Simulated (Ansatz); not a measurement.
# HfGe (P-6m2) in Ansatz: convergence with wavefunction cutoff

Aim: find how far wavefunction cutoff must go before the results for HfGe settle, at r2SCAN. This setting moves, with any that are tied to it; all else stays.

All numbers are computed with Ansatz 0.2.0; they aren't measurements. Logs are shortened: lines on timing, memory, paths and dates and some standing lists are left out, and cuts for length are marked.

**1. The crystal as given**

It takes space group P-6m2 (No. 187, hexagonal). Conventional cell: a = 3.934 Å, b = 3.934 Å, c = 3.510 Å, α = 90.00°, β = 90.00°, γ = 120.00°. Hf (site symmetry -6m2) has 3 Ge at 2.27 Å as nearest neighbours. Around Ge (site symmetry -6m2) lie 3 Hf at 2.27 Å.

The cell was built by a generator and needn't be a form met in nature.

**2. With wavefunction cutoff 200 eV**

Input file input.yaml:

```yaml
crystal:
  lattice:
    - [3.93350939, 0.0, 0.0]
    - [-1.96675469, 3.40651905, 0.0]
    - [0.0, 0.0, 3.50961939]
  atoms:
    - { symbol: Hf, position: [0.0, 0.0, 0.5] }
    - { symbol: Ge, position: [0.33333333, 0.66666667, 0.5] }
hamiltonian:
  xc: r2scan
  pseudopotentials: { kind: paw_fr }
magnetization:
  noncollinear: true
  spin_orbit: true
kpoints:
  mp_grid: { grid: [7, 7, 6] }
scf:
  occupations: { method: methfessel_paxton, width: 0.1 }
output:
  forces: true
  stress: true
  eigenvalues: true
basis:
  ecutwfc: "200 eV"
```

Potentials or basis: Ansatz PAW.

Started as:

```
$ ansatz run input.yaml --threads 2 --pin off --max-ram 5632MiB --backend cpu --events-out ev --progress --plain --runs-dir out
```

The log of the run:

```text
Warning: basis.ecutwfc = 200 eV is below the records' recommended 500 eV, and the density's cutoff is lower with it unless basis.ecutrho_ratio is high enough to keep the records' density cutoff: compare with a run at a higher cutoff
Warning: RAYON_NUM_THREADS=2 ignored (pool sized by the plan → 2); use --threads N
Engine: ansatz 0.2.0, aarch64-unknown-linux-gnu
Pseudopotentials: kind: paw_fr
Pseudopotential: Hf, paw_fr, valence charge 26, recommended cutoff 500 eV (meta_gga), Hf.paw.azcp#standard-fr
Pseudopotential: Ge, paw_fr, valence charge 14, recommended cutoff 500 eV (meta_gga), Ge.paw.azcp#standard-fr
Functional definition: r2SCAN
  parameter k0 = 0.174
  parameter k1 = 0.065
  parameter a1 = 4.9479
  exchange = r2scan_x(k0 = k0, k1 = k1, a1 = a1)
  correlation = r2scan_c
non-collinear run that drives no moment, with spin-orbit: no starting moment large enough to seed its density (crystal.atoms[].spin), no starting occupations that ask for one, no magnetisation constraint and no magnetic field, so the semilocal B_xc is pinned to zero
Crystal: 2 atoms, lattice volume = 47.027 Å³
Basis set: ecut = 200 eV, 279 PW (Γ), exchange–correlation on 80×80×72 points (64 copies of the dense FFT grid, shifted against one another)
Bands: 48, of which v1, the nominal top of the filled ones, is band 40 counted from 1 (39 counted from 0)
Symmetry: 12 space group operations + 12 with time reversal
Magnetic group: BNS 187.210 (UNI 1440), of the structure as read, at distance tolerance 3.6e-5 Å
k-points: 32 of 294 (time reversal used)
Projection manifold: j_resolved (fully-relativistic pseudo-atomic orbitals)
Non-local potential: Hf, projectors of the file, l = 0: 3, l = 1: 4, l = 2: 4, l = 3: 6
Non-local potential: Ge, projectors of the file, l = 0: 2, l = 1: 4, l = 2: 6, l = 3: 2
PAW form: soft (Blöchl's): semilocal exchange-correlation on the pseudo side does not see the compensation charge
PAW frozen core: Hf, regenerated for the run's functional (the file was generated under x = pbe(κ = 0.804, μ = 0.2195149727645171), c = pbe(β = 0.06672455060314922))
PAW frozen core: Ge, regenerated for the run's functional (the file was generated under x = pbe(κ = 0.804, μ = 0.2195149727645171), c = pbe(β = 0.06672455060314922))
PAW one-centre angular grid: Hf, 974 points (default); XC on 224 Gauss nodes
PAW one-centre angular grid: Ge, 590 points (default); XC on 269 of its mesh's 2687 points in the sphere
Initial density: superposition of atomic densities (chi_scale 0.1, normalization cell, long waves kept (reshape's long-wave potential 0.00 eV rms))
Initial wavefunctions: pseudopotential atomic-orbital guess
Functional: x = r2scan, c = r2scan; τ floored in thin density (d = 2e-4 eV/Å³)
SCF iter   1: F=—  HF=-19991.963407 eV  |F-HF|=—  |Δ(HF+E_count)|=         —  Δρ=8.83e-2  dr2=2.32e0  dr2_τ=6.23e-2  dr2_m=0.00e0 (ungated)  ethr=3.10e-3  |M|=0.00e0 ∫|m|=0.00e0 μB  |m|>n=0.0e0 m-floor=0.0e0 τ_xc=0.0e0  β_m=0.30  ⟨swp⟩=5.8  Hψ=6114  notcnv=0
preconditioner: auto → Kerker (q_TF=auto, 2.656 Å⁻¹)  [metal: Δε(μ)=0.012 eV  Ē_g=18.157 eV  σ=0.100 eV  W_gap=0.10  n_scr=20 (ndim 8)  ℏωp=32.5 eV  f_vac=0.044  D(μ)=1.32/eV (n_scr^D=8)]
spin=Noncollinear: Kerker preconditioning applied to the charge; magnetization (m_x, m_y, m_z) channels mix plain (no charge-response kernel on spin).
SCF iter   2: F=—  HF=-19989.619350 eV  |F-HF|=—  |Δ(HF+E_count)|=    2.34e0  S|Δr|=    0.00e0  Δρ=5.18e-2  dr2=1.06e0  dr2_τ=4.21e-3  dr2_m=0.00e0 (ungated)  ethr=3.10e-3  |M|=0.00e0 ∫|m|=0.00e0 μB  |m|>n=0.0e0 m-floor=0.0e0 τ_xc=0.0e0  β_m=0.52  ⟨swp⟩=2.0  Hψ=3040  notcnv=0  defer=80
SCF iter   3: F=—  HF=-19988.738840 eV  |F-HF|=—  |Δ(HF+E_count)|=   8.81e-1  S|Δr|=    0.00e0  Δρ=2.08e-2  dr2=3.53e-1  dr2_τ=1.02e-3  dr2_m=0.00e0 (ungated)  ethr=2.64e-3  |M|=0.00e0 ∫|m|=0.00e0 μB  |m|>n=0.0e0 m-floor=0.0e0 τ_xc=0.0e0  β_m=0.76  ⟨swp⟩=2.0  Hψ=2912  notcnv=0  defer=80
SCF iter   4: F=—  HF=-19988.665349 eV  |F-HF|=—  |Δ(HF+E_count)|=   7.35e-2  S|Δr|=    0.00e0  Δρ=6.09e-3  dr2=2.96e-2  dr2_τ=4.86e-4  dr2_m=0.00e0 (ungated)  ethr=8.84e-4  |M|=0.00e0 ∫|m|=0.00e0 μB  |m|>n=0.0e0 m-floor=0.0e0 τ_xc=0.0e0  β_m=0.83  ⟨swp⟩=2.0  Hψ=1902  notcnv=0  defer=80
SCF iter   5: F=—  HF=-19988.666025 eV  |F-HF|=—  |Δ(HF+E_count)|=   6.76e-4  S|Δr|=    0.00e0  Δρ=2.64e-3  dr2=5.37e-3  dr2_τ=1.53e-5  dr2_m=0.00e0 (ungated)  ethr=7.41e-5  |M|=0.00e0 ∫|m|=0.00e0 μB  |m|>n=0.0e0 m-floor=0.0e0 τ_xc=0.0e0  β_m=0.92  ⟨swp⟩=2.1  Hψ=2977  notcnv=0  defer=78
SCF iter   6: F=—  HF=-19988.666682 eV  |F-HF|=—  |Δ(HF+E_count)|=   6.57e-4  S|Δr|=    0.00e0  Δρ=8.42e-4  dr2=4.58e-4  dr2_τ=2.81e-6  dr2_m=0.00e0 (ungated)  ethr=1.34e-5  |M|=0.00e0 ∫|m|=0.00e0 μB  |m|>n=0.0e0 m-floor=0.0e0 τ_xc=0.0e0  β_m=0.96  ⟨swp⟩=2.0  Hψ=1714  notcnv=0  defer=78
SCF iter   7: F=—  HF=-19988.666799 eV  |F-HF|=—  |Δ(HF+E_count)|=   1.18e-4  S|Δr|=    0.00e0  Δρ=2.23e-4  dr2=2.66e-5  dr2_τ=3.69e-7  dr2_m=0.00e0 (ungated)  ethr=1.15e-6  |M|=0.00e0 ∫|m|=0.00e0 μB  |m|>n=0.0e0 m-floor=0.0e0 τ_xc=0.0e0  β_m=0.98  ⟨swp⟩=2.0  Hψ=2718  notcnv=0  defer=78
SCF iter   8: F=—  HF=-19988.666807 eV  |F-HF|=—  |Δ(HF+E_count)|=   7.61e-6  S|Δr|=    0.00e0  Δρ=6.92e-5  dr2=3.00e-6  dr2_τ=1.54e-8  dr2_m=0.00e0 (ungated)  ethr=6.65e-8  |M|=0.00e0 ∫|m|=0.00e0 μB  |m|>n=0.0e0 m-floor=0.0e0 τ_xc=0.0e0  β_m=0.99  ⟨swp⟩=2.0  Hψ=2752  notcnv=0  defer=78
SCF iter   9: F=—  HF=-19988.666809 eV  |F-HF|=—  |Δ(HF+E_count)|=   1.88e-6  S|Δr|=    0.00e0  Δρ=2.01e-5  dr2=1.55e-7  dr2_τ=1.93e-9  dr2_m=0.00e0 (ungated)  ethr=7.49e-9  |M|=0.00e0 ∫|m|=0.00e0 μB  |m|>n=0.0e0 m-floor=0.0e0 τ_xc=0.0e0  β_m=0.99  ⟨swp⟩=2.0  Hψ=1951  notcnv=0  defer=78
SCF iter  10: F=-19988.666809 eV  HF=-19988.666809 eV  |F-HF|=1.97e-8  |Δ(HF+E_count)|=   2.59e-7  S|Δr|=    0.00e0  Δρ=5.53e-6  dr2=1.26e-8  dr2_τ=4.87e-10  dr2_m=0.00e0 (ungated)  ethr=2.50e-10  |M|=0.00e0 ∫|m|=0.00e0 μB  |m|>n=0.0e0 m-floor=0.0e0 τ_xc=0.0e0  ⟨swp⟩=9.3  Hψ=5632  notcnv=0
SCF 1 converged in 10 iterations: F = -19988.666809 eV  dr2 = 1.26e-8
SCF converged after 10 iterations
Stability not checked: this state was not tested for a lower state beside it, because cold or Methfessel-Paxton smearing, or corrected tetrahedra, fill the levels in a way that the test cannot read (fill_not_monotonic; see scf.lower_state_search)
Magnetization: |M| = 0.0000 μB,  M = (+0.0000, +0.0000, +0.0000) μB
Absolute magnetization: 0.0000 μB (∫|m|)
  site 0: m = (+0.0000, +0.0000, +0.0000) μB, |m| = 0.0000 μB  (R = 0.94 Å)
  site 1: m = (+0.0000, +0.0000, +0.0000) μB, |m| = 0.0000 μB  (R = 0.94 Å)
Free energy (F): -19988.666809 eV
Harris-Foulkes:  -19988.666809 eV  (|F-HF|=1.97e-8)
Internal energy: -19988.665565 eV  (E = F + TS)
E sigma→0 (E₀):  -19988.666498 eV
Entropy (-TS):   -0.001245 eV (-0.622 meV/atom)
Fermi energy:    12.574850 eV
--- Per-component energies (eV) ---
  E_band       = -387.345424
  E_kinetic    = 574.228148
  E_local      = -8898.782468  (includes V_loc(G=0)·N_el)
  E_nonlocal   = -713.724908
  E_hartree    = 4089.544789
  E_xc         = -359.013034
  E_vxc        = -371.055963  (∫ρ·V_xc dr)
  E_paw        = -9077.311606  (= ΣΔE_a)
  E_vpaw       = 823.781077  (= ΣTr[D̂ρ^β])
  E_aug_tail   = -0.001070  (compensation charges beyond the density's cutoff)
  E_vtau       = 19.125469  (kinetic-family band-sum trace: ∫τ·v_τ [+ j·A + Jᵃ·Aᵃ] dr)
  E_ewald      = -5602.851998
  E_core_change = -0.753417  (= ΣΔE_core)
  E_smearing   = -0.001245  (= −TS)
  E_closure    = 0.000000  (closes the sum)
  Σ components = -19988.666809   (vs F -19988.666809, Δ=0.00e0)
--- Forces (eV/Å), atoms counted from 1 ---
  atom   1  Hf     0.00000000    -0.00000000    -0.00000000
  atom   2  Ge     0.00000000     0.00000000     0.00000000
  max |Σ_I F_I| component: 9.25e-17 eV/Å
--- Stress (GPa, compression-positive) ---
       58.143514       0.000000       0.000000
        0.000000      58.143514       0.000000
        0.000000       0.000000      -4.593236
  P = ⅓ Tr σ = 37.2313 GPa (372.313 kbar)
--- Band table (eV; the first three rows and the last of 32) ---
  k-point 0: bands = ["-52.8081", "-52.8081", "-25.8242", "-25.8242", "-18.2114", "-18.2114", "-17.9536", "-17.9536", "-15.6466", "-15.6466", "-15.5287", "-15.5287", "-15.1936", "-15.1936", "-14.8944", "-14.8944", "-14.8074", "-14.8074", "-6.1436", "-6.1436", "-6.1343", "-6.1343", "-6.1028", "-6.1028", "-4.2566", "-4.2566", "-4.2384", "-4.2384", "-4.2257", "-4.2257", "-4.1866", "-4.1866", "2.0208", "2.0208", "9.8450", "9.8450", "9.8720", "9.8720", "11.2517", "11.2517", "15.2204", "15.2204", "15.9575", "15.9575", "16.2095", "16.2095", "18.3892", "18.3892"]
  k-point 1: bands = ["-52.8416", "-52.8416", "-25.9487", "-25.9487", "-18.2918", "-18.2917", "-18.1005", "-18.1005", "-15.9930", "-15.9930", "-15.8659", "-15.8396", "-15.3812", "-15.3812", "-15.3394", "-15.3394", "-15.3144", "-15.2889", "-6.2741", "-6.2741", "-6.2418", "-6.2338", "-6.1828", "-6.1828", "-4.3889", "-4.3889", "-4.3676", "-4.3595", "-4.3370", "-4.3370", "-4.2819", "-4.2819", "2.2342", "2.2342", "9.9206", "9.9284", "9.9553", "9.9553", "10.9760", "10.9760", "14.8733", "14.8733", "15.3513", "15.3513", "15.5109", "15.5529", "18.6402", "18.6402"]
  k-point 2: bands = ["-52.8338", "-52.8338", "-25.9535", "-25.9535", "-18.2855", "-18.2840", "-18.1520", "-18.1520", "-15.9947", "-15.9947", "-15.8623", "-15.8278", "-15.3819", "-15.3819", "-15.3317", "-15.3317", "-15.3188", "-15.2863", "-6.2735", "-6.2735", "-6.2417", "-6.2343", "-6.1800", "-6.1800", "-4.3918", "-4.3918", "-4.3603", "-4.3529", "-4.3412", "-4.3412", "-4.2763", "-4.2763", "2.7655", "2.7655", "9.9364", "9.9364", "10.1305", "10.1392", "10.1802", "10.1802", "14.4581", "14.4581", "14.6814", "14.7146", "16.0796", "16.0796", "19.3074", "19.3074"]
  k-point 31: bands = ["-52.8237", "-52.8236", "-25.9484", "-25.9427", "-18.2412", "-18.1883", "-18.1611", "-18.1444", "-15.9477", "-15.9243", "-15.8936", "-15.8694", "-15.3591", "-15.3260", "-15.2720", "-15.2639", "-15.2260", "-15.2154", "-6.2722", "-6.2632", "-6.2146", "-6.2114", "-6.1486", "-6.1236", "-4.3954", "-4.3861", "-4.3322", "-4.3220", "-4.3046", "-4.3037", "-4.2478", "-4.2147", "4.8097", "5.0886", "9.3218", "9.3631", "10.3632", "10.4639", "12.2676", "12.3111", "12.4117", "12.7794", "14.0573", "14.3656", "15.3867", "15.4709", "17.5839", "17.8986"]
```

Run time: 13 s. Hardware: 2 threads of Arm Neoverse N1, shared host; peak memory 0.55 GiB.

Results:

| Item | Value |
| --- | --- |
| Free energy | -19988.6668 eV |
| Pressure | 37.2 GPa |
| Band gap on the k mesh | none (metal or under the smearing width) |

**3. With wavefunction cutoff 250 eV**

Changes to input.yaml since step 2:

```diff
@@ -23,2 +23,2 @@
 basis:
-  ecutwfc: "200 eV"
+  ecutwfc: "250 eV"
```

Potentials or basis: Ansatz PAW.

Started as:

```
$ ansatz run input.yaml --threads 2 --pin off --max-ram 5632MiB --backend cpu --events-out ev --progress --plain --runs-dir out
```

Wall time 18 s (2 threads of Arm Neoverse N1, shared host); peak memory 0.56 GiB.

What came out:

* Free energy: -20001.4106 eV
* Pressure: 37.8 GPa
* Band gap on the k mesh: none (metal or under the smearing width)

**4. With wavefunction cutoff 300 eV**

Changes to input.yaml since step 3:

```diff
@@ -23,2 +23,2 @@
 basis:
-  ecutwfc: "250 eV"
+  ecutwfc: "300 eV"
```

Started as:

```
$ ansatz run input.yaml --threads 2 --pin off --max-ram 5632MiB --backend cpu --events-out ev --progress --plain --runs-dir out
```

Wall time 19 s (2 threads of Arm Neoverse N1, shared host); peak memory 0.58 GiB.

What came out:

```
Free energy            : -20003.5343 eV
Pressure               : 37.1 GPa
Band gap on the k mesh : none (metal or under the smearing width)
```

**5. With wavefunction cutoff 350 eV**

Changes to input.yaml since step 4:

```diff
@@ -23,2 +23,2 @@
 basis:
-  ecutwfc: "300 eV"
+  ecutwfc: "350 eV"
```

Started as:

```
$ ansatz run input.yaml --threads 2 --pin off --max-ram 5632MiB --backend cpu --events-out ev --progress --plain --runs-dir out
```

It took 27 s on 2 threads of Arm Neoverse N1, shared host; peak memory 0.61 GiB.

Results:

* Free energy: -20003.7778 eV
* Pressure: 37.0 GPa
* Band gap on the k mesh: none (metal or under the smearing width)

**6. With wavefunction cutoff 400 eV**

Changes to input.yaml since step 5:

```diff
@@ -23,2 +23,2 @@
 basis:
-  ecutwfc: "350 eV"
+  ecutwfc: "400 eV"
```

Potentials or basis: Ansatz PAW.

Started as:

```
$ ansatz run input.yaml --threads 2 --pin off --max-ram 5632MiB --backend cpu --events-out ev --progress --plain --runs-dir out
```

Run time: 33 s. Hardware: 2 threads of Arm Neoverse N1, shared host; peak memory 0.65 GiB.

Results (log left out):

| Quantity | Value |
| --- | --- |
| Free energy | -20003.7941 eV |
| Pressure | 36.9 GPa |
| Band gap on the k mesh | none (metal or under the smearing width) |

**7. With wavefunction cutoff 450 eV**

Changes to input.yaml since step 6:

```diff
@@ -23,2 +23,2 @@
 basis:
-  ecutwfc: "400 eV"
+  ecutwfc: "450 eV"
```

Started as:

```
$ ansatz run input.yaml --threads 2 --pin off --max-ram 5632MiB --backend cpu --events-out ev --progress --plain --runs-dir out
```

Run time: 42 s. Hardware: 2 threads of Arm Neoverse N1, shared host; peak memory 0.69 GiB.

Results (log left out):

```
Free energy            : -20003.7967 eV
Pressure               : 36.9 GPa
Band gap on the k mesh : none (metal or under the smearing width)
```

**8. With wavefunction cutoff 500 eV**

Changes to input.yaml since step 7:

```diff
@@ -23,2 +23,2 @@
 basis:
-  ecutwfc: "450 eV"
+  ecutwfc: "500 eV"
```

Started as:

```
$ ansatz run input.yaml --threads 2 --pin off --max-ram 5632MiB --backend cpu --events-out ev --progress --plain --runs-dir out
```

Wall time 48 s (2 threads of Arm Neoverse N1, shared host); peak memory 0.73 GiB.

Results (log left out):

```yaml
Free_energy: -20003.7981 eV
Pressure: 36.9 GPa
Band_gap_on_the_k_mesh: none (metal or under the smearing width)
```

**9. With wavefunction cutoff 600 eV**

Changes to input.yaml since step 8:

```diff
@@ -23,2 +23,2 @@
 basis:
-  ecutwfc: "500 eV"
+  ecutwfc: "600 eV"
```

Potentials or basis: Ansatz PAW.

Started as:

```
$ ansatz run input.yaml --threads 2 --pin off --max-ram 5632MiB --backend cpu --events-out ev --progress --plain --runs-dir out
```

Wall time 65 s (2 threads of Arm Neoverse N1, shared host); peak memory 0.82 GiB.

Results (log left out):

* Free energy: -20003.7993 eV
* Pressure: 36.9 GPa
* Band gap on the k mesh: none (metal or under the smearing width)

**10. With wavefunction cutoff 800 eV**

Changes to input.yaml since step 9:

```diff
@@ -23,2 +23,2 @@
 basis:
-  ecutwfc: "600 eV"
+  ecutwfc: "800 eV"
```

Started as:

```
$ ansatz run input.yaml --threads 2 --pin off --max-ram 5632MiB --backend cpu --events-out ev --progress --plain --runs-dir out
```

Run time: 85 s. Hardware: 2 threads of Arm Neoverse N1, shared host; peak memory 1.1 GiB.

Results (log left out):

* Free energy: -20003.8006 eV
* Pressure: 36.9 GPa
* Band gap on the k mesh: none (metal or under the smearing width)

**11. The series at a glance**

```
wavefunction cutoff  energy less the tightest run, at zero smearing (meV/atom)  pressure (GPa)  SCF cycles  CPU time (s)  peak memory (GiB)
             200 eV                                                    7566.83           37.23          10            26               0.55
             250 eV                                                    1194.98           37.76          10            34               0.56
             300 eV                                                     133.17           37.07          10            37               0.58
             350 eV                                                      11.39           36.99          10            52               0.61
             400 eV                                                       3.24           36.94          11            65               0.65
             450 eV                                                       1.97           36.93          11            84               0.69
             500 eV                                                       1.23           36.93          11            95               0.73
             600 eV                                                       0.66           36.93          11           130               0.82
             800 eV                                                       0.00           36.93          11           170                1.1
```

Against the tightest run, the energy stays within 1 meV/atom from 600 eV on; the pressure stays within 0.1 GPa from 350 eV on. The tightest run that finished is the yardstick and may itself not be fully converged.

Caveats: a pressure of tens of GPa on the cell as given is suspect, and the run, the potentials or the cell itself is likely at fault; the PAW data sets come from PBE, with cores solved anew for the run's functional, which leaves a small shift of forces and pressure.
